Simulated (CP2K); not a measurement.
# C3H6AlB (SMILES BC1=[CH][AlH][CH2]1): a first try and a second

Wanted: energy and gradient of C3H6AlB, AM1.

The calculation is run with CP2K 2026.2.

2 further runs of the same task are left out: 2 set aside as unsound or not needed.

**1. The system as given**

C3H6AlB: 11 atoms, total charge 0, spin state singlet. As SMILES, `BC1=[CH][AlH][CH2]1`. Geometry: a GFN2-xTB relaxation, a rough one for these elements and not checked as a minimum.

Bond lengths: B1–C2 1.545 Å, C2–C3 1.366 Å, C3–Al4 1.978 Å, C2–C5 1.530 Å, Al4–C5 1.997 Å, B1–H6 1.170 Å, B1–H7 1.170 Å, C3–H8 1.083 Å, Al4–H9 1.553 Å, C5–H10 1.095 Å, C5–H11 1.095 Å. Some angles: B1–C2–C3 124.3°, B1–C2–C5 121.3°, C3–C2–C5 114.3°, C2–C3–Al4 87.5°, C3–Al4–C5 75.5°, C2–C5–Al4 82.6°, C2–B1–H6 119.7°, C2–B1–H7 120.7°, C2–C3–H8 120.6°, Al4–C3–H8 151.8°.

**2. Try one**

The input, molecule.pdb:

```
HETATM    1 B    MOL A   1       1.155   1.436  -0.270  1.00  0.00           B
HETATM    2 C    MOL A   1       0.220   0.263   0.098  1.00  0.00           C
HETATM    3 C    MOL A   1      -0.018  -0.161   1.374  1.00  0.00           C
HETATM    4 Al   MOL A   1      -1.209  -1.539   0.603  1.00  0.00          AL
HETATM    5 C    MOL A   1      -0.520  -0.533  -0.979  1.00  0.00           C
HETATM    6 H    MOL A   1       1.688   2.041   0.578  1.00  0.00           H
HETATM    7 H    MOL A   1       1.337   1.726  -1.389  1.00  0.00           H
HETATM    8 H    MOL A   1       0.454   0.330   2.216  1.00  0.00           H
HETATM    9 H    MOL A   1      -2.131  -2.713   1.033  1.00  0.00           H
HETATM   10 H    MOL A   1       0.186  -0.975  -1.690  1.00  0.00           H
HETATM   11 H    MOL A   1      -1.162   0.124  -1.575  1.00  0.00           H
END
```

The input, molecule.inp:

```
&GLOBAL
  PROJECT_NAME molecule
  RUN_TYPE ENERGY_FORCE
  PRINT_LEVEL MEDIUM
&END GLOBAL

&FORCE_EVAL
  METHOD QS
  &DFT
    &QS
      METHOD AM1
      EPS_DEFAULT 1.0E-10
      &SE
        &COULOMB
          CUTOFF [angstrom] 50
          RC_RANGE [angstrom] 0
        &END COULOMB
        &EXCHANGE
          CUTOFF [angstrom] 50
          RC_RANGE [angstrom] 0
        &END EXCHANGE
      &END SE
    &END QS
    &POISSON
      PERIODIC NONE
      POISSON_SOLVER ANALYTIC
    &END POISSON
    &SCF
      SCF_GUESS ATOMIC
      EPS_SCF 1.0E-06
      MAX_SCF 80
      ADDED_MOS 8
      &DIAGONALIZATION
        ALGORITHM STANDARD
      &END DIAGONALIZATION
      &MIXING
        METHOD DIRECT_P_MIXING
        ALPHA 0.4
      &END MIXING
    &PRINT
      &MOMENTS
        PERIODIC F
        REFERENCE COM
        MAX_MOMENT 1
      &END MOMENTS
      &MO ON
        ENERGIES T
        OCCUPATION_NUMBERS T
        NDIGITS 6
        &EACH
          QS_SCF 0
        &END EACH
        ADD_LAST NUMERIC
      &END MO
      &HIRSHFELD OFF
      &END HIRSHFELD
    &END PRINT
  &END DFT
  &SUBSYS
    &CELL
      ABC 11.8 12.8 11.9
      PERIODIC NONE
    &END CELL
    &TOPOLOGY
      COORD_FILE_NAME molecule.pdb
      COORD_FILE_FORMAT PDB
      CONN_FILE_FORMAT OFF
      &CENTER_COORDINATES
      &END CENTER_COORDINATES
    &END TOPOLOGY
  &END SUBSYS
  &PRINT
    &FORCES ON
    &END FORCES
  &END PRINT
&END FORCE_EVAL
```

Command:

```bash
$ OMP_NUM_THREADS=1 cp2k.psmp -i molecule.inp > molecule.out 2>&1
```

Output:

```text
Possible matches for unknown subsection

 MOMENTS

   subsection MOMENTS in section %__ROOT__%FORCE_EVAL%DFT%ENERGY_CORRECTION%PRINT score:  110
   subsection MOMENTS in section %__ROOT__%FORCE_EVAL%DFT%REAL_TIME_PROPAGATION%PRINT score:  110
   subsection MOMENTS in section %__ROOT__%FORCE_EVAL%DFT%PRINT score:  110
   subsection MOMENTS_FT in section %__ROOT__%FORCE_EVAL%DFT%REAL_TIME_PROPAGATION%PRINT score:  107
   enum SILENT in section %__ROOT__%GLOBAL%PRINT for keyword _SECTION_PARAMETERS_ score:  106

 *******************************************************************************
 *   ___                                                                       *
 *  /   \                                                                      *
 * [ABORT]                                                                     *
 *  \___/               unknown subsection MOMENTS of section PRINT            *
 *    |                                                                        *
 *  O/|                                                                        *
 * /| |                                                                        *
 * / \                                               input/input_parsing.F:192 *
 *******************************************************************************

 ===== Routine Calling Stack =====

            6 section_vals_parse
            5 section_vals_parse
            4 section_vals_parse
            3 section_vals_parse
            2 section_vals_parse
            1 read_input

Program received signal SIGABRT: Process abort signal.

Backtrace for this error:
#0  0x4c9ac43df957 in ???
#1  0x4c9ae4c94cac in __pthread_kill_implementation
#2  0x4c9ae4c3bfb7 in raise
#3  0x4c9ae4c25d37 in abort
#4  0x4c9ac4ab2d83 in ???
#5  0x4c9ac4ab4297 in ???
#6  0x4c9ac4c23e77 in ???
#7  0x4c9ac4c238f7 in ???
#8  0x4c9ac4c238f7 in ???
#9  0x4c9ac4c238f7 in ???
#10  0x4c9ac4c238f7 in ???
#11  0x4c9ac44f9807 in ???
#12  0x4c9ac4d64e8b in ???
#13  0x4c9ac4d69d0b in ???
#14  0x4c9ac4480db3 in ???
#15  0x4c9ac447ef13 in ???
#16  0x4c9ae4c26573 in __libc_start_call_main
#17  0x4c9ae4c26657 in __libc_start_main_impl
#18  0x4c9ac447f06f in ???
#19  0xffffffffffffffff in ???
```

It took 0.32 s on 1 thread of Arm Neoverse V1, shared host.

**3. What went wrong**

The program refused the input.

The telling line is `\___/               unknown subsection MOMENTS of section PRINT`. The fault: a section of the input isn't closed.

**4. The mended input**

molecule.pdb is that of step 2.

The input, qs.inp:

```
&GLOBAL
    PROJECT qs
    RUN_TYPE ENERGY_FORCE
    PRINT_LEVEL MEDIUM
&END

&FORCE_EVAL
    METHOD QS
    &DFT
        &QS
            METHOD AM1
            EPS_DEFAULT 1.0E-10
            &SE
                &COULOMB
                    CUTOFF [angstrom] 50
                    RC_RANGE [angstrom] 0
                &END
                &EXCHANGE
                    CUTOFF [angstrom] 50
                    RC_RANGE [angstrom] 0
                &END
            &END
        &END
        ! no periodic images
        &POISSON
            PERIODIC NONE
            POISSON_SOLVER ANALYTIC
        &END
        ! self-consistent field
        &SCF
            SCF_GUESS ATOMIC
            EPS_SCF 1.0E-06
            MAX_SCF 80
            ADDED_MOS 8
            &DIAGONALIZATION
                ALGORITHM STANDARD
            &END
            &MIXING
                METHOD DIRECT_P_MIXING
                ALPHA 0.4
            &END
        &END
        &PRINT
            &MOMENTS
                PERIODIC F
                REFERENCE COM
                MAX_MOMENT 1
            &END
            &MO ON
                ENERGIES T
                OCCUPATION_NUMBERS T
                NDIGITS 6
                &EACH
                    QS_SCF 0
                &END
                ADD_LAST NUMERIC
            &END
            &HIRSHFELD OFF
            &END
        &END
    &END
    ! structure
    &SUBSYS
        &CELL
            ABC 11.8 12.8 11.9
            PERIODIC NONE
        &END
        &TOPOLOGY
            COORD_FILE_NAME molecule.pdb
            COORD_FILE_FORMAT PDB
            CONN_FILE_FORMAT OFF
            &CENTER_COORDINATES
            &END
        &END
    &END
    ! extra output
    &PRINT
        &FORCES ON
        &END
    &END
&END
```

Command:

```bash
$ OMP_NUM_THREADS=1 cp2k.psmp qs.inp > qs.out
```

Output:

```text
CP2K| version string:                                       CP2K version 2026.2
[...]
 GLOBAL| Method name                                                        CP2K
[...]
 GLOBAL| Run type                                                   ENERGY_FORCE
[...]
                             - Atoms:                                         11
[...]
                             - Spherical basis functions:                     26
[...]
 Number of electrons:                                                         24
[...]
     1 P_Mix/Diag. 0.40E+00    0.0     0.69721080       -14.3485104931 -1.43E+01
[...]
    17 DIIS/Diag.  0.19E-06    0.0     0.00000027       -21.4081415273 -2.89E-12
  *** SCF run converged in    17 steps ***
  Core-core repulsion energy [eV]:                           1436.20031273757672
  Core Hamiltonian energy [eV]:                              -866.57675048547333
  Two-electron integral energy [eV]:                        -2304.33743801414221
  Electronic energy [eV]:                                   -2018.74546949254432
  Total energy [eV]:                                         -582.54515675496759
  Atomic reference energy [eV]:                               586.08315669138995
  Heat of formation [kcal/mol]:                                81.58822322734432
[...]
 SE_DIPOLE| Moment [Debye]          0.55005858       0.71065882      -0.32061466
 SE_DIPOLE| Derivative [a.u.]       0.00000000       0.00000000       0.00000000
 ENERGY| Total FORCE_EVAL ( QS ) energy [hartree]            -21.408141527304927
 FORCES| Atomic forces [hartree/bohr]
 FORCES|   Atom     x               y               z               |f|
 FORCES|      1 -1.40264298E-02 -1.73264034E-02  4.13371385E-03   2.26722866E-02
 FORCES|      2  5.96849044E-03  7.32523742E-03 -6.17695914E-03   1.12887911E-02
 FORCES|      3 -2.40773235E-02 -2.41436430E-02 -4.94880346E-02   6.00974090E-02
 FORCES|      4  1.15182088E-02  1.34757468E-02  4.49259567E-03   1.82879278E-02
 FORCES|      5  7.39882531E-03  4.02724022E-03  5.10027513E-02   5.16937319E-02
 FORCES|      6  6.10134204E-03  6.75657430E-03  1.28797826E-02   1.57723324E-02
 FORCES|      7  7.62569236E-04  1.78515778E-03 -1.48950544E-02   1.50210168E-02
 FORCES|      8 -4.35930746E-03 -6.31032397E-03  9.38710310E-03   1.21219410E-02
 FORCES|      9  1.97016824E-02  2.50739130E-02 -8.98396491E-03   3.31295794E-02
 FORCES|     10  4.31570949E-03 -1.25199007E-02 -1.86093251E-03   1.33729702E-02
 FORCES|     11 -1.33037669E-02  1.85640150E-03 -4.91001020E-04   1.34416339E-02
 FORCES| Sum     9.71445147E-17  6.10622664E-16 -8.60422844E-16
 FORCES| Total atomic force                                       1.05953979E-15
[...]
```

It took 0.28 s on 1 thread of Arm Neoverse V1, shared host.

**5. Summary of results**

At AM1:

```
                                 quantity          value
                             total energy   -21.40814 Eh
                            dipole moment         0.95 D
                              HOMO energy       -9.78 eV
                              LUMO energy       -1.02 eV
                            HOMO–LUMO gap        8.75 eV
heat of formation at this unrelaxed shape  81.6 kcal/mol
                 largest force on an atom     3.090 eV/Å
```

The largest force is 3.09 eV/Å: the shape isn't a stationary point for this species at this level.
